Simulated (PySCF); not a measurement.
# H8S2Si3: the cost of one run

Programs: PySCF 2.14.0, with density-fitted response routines of our own. Each step states its level of theory. These are calculated values for one molecule in the gas phase, unless marked as measured. Atoms count from 0, in the outputs and in this text.

### 1 The molecule as given

13 atoms, charge 0, multiplicity 1; geometry from: GFN2-xTB. The atoms were then displaced at random by about 0.01 Å, so the start is not that level's minimum.

Bonds of the start (Å): Si0–S1 2.15, S1–Si2 2.18, Si2–Si3 2.30, Si2–S4 2.15, Si0–H5 1.49, Si0–H6 1.45, Si0–H7 1.43, Si2–H8 1.49, Si3–H9 1.50, Si3–H10 1.47, Si3–H11 1.45, S4–H12 1.30.

### 2 Geometry optimisation at PBE0-D3(BJ)/def2-SVP

Job settings and geometry (Å):

```
{"job": {"xc": "PBE0", "basis": "def2-SVP", "d3": "d3bj", "grid": 1, "shake": 0.01, "kind": "geom"}, "charge": 0, "multiplicity": 1}
Si     2.481660     0.413830    -0.161080
S      1.006840    -0.707640    -1.243250
Si    -0.675920    -0.881290     0.134150
Si    -1.758440     1.112000     0.511780
S     -1.948130    -2.336000    -0.810670
H      1.834760     1.714060     0.185370
H      3.561150     0.562740    -1.112800
H      2.839010    -0.301390     1.026960
H     -0.090580    -1.563680     1.322780
H     -2.929920     0.854990     1.410460
H     -2.292910     1.731990    -0.704070
H     -0.895780     2.069060     1.185170
H     -1.125910    -2.685570    -1.755110
```

On the command line:

```bash
> OMP_NUM_THREADS=1 python probes_run.py task.json out
```

This one command runs all jobs of the session in turn.

Q: Estimate the wall time and peak memory of this first job on 1 thread of Arm Neoverse V2, shared host.

About 1.7 min, with a peak of 0.56 GiB.
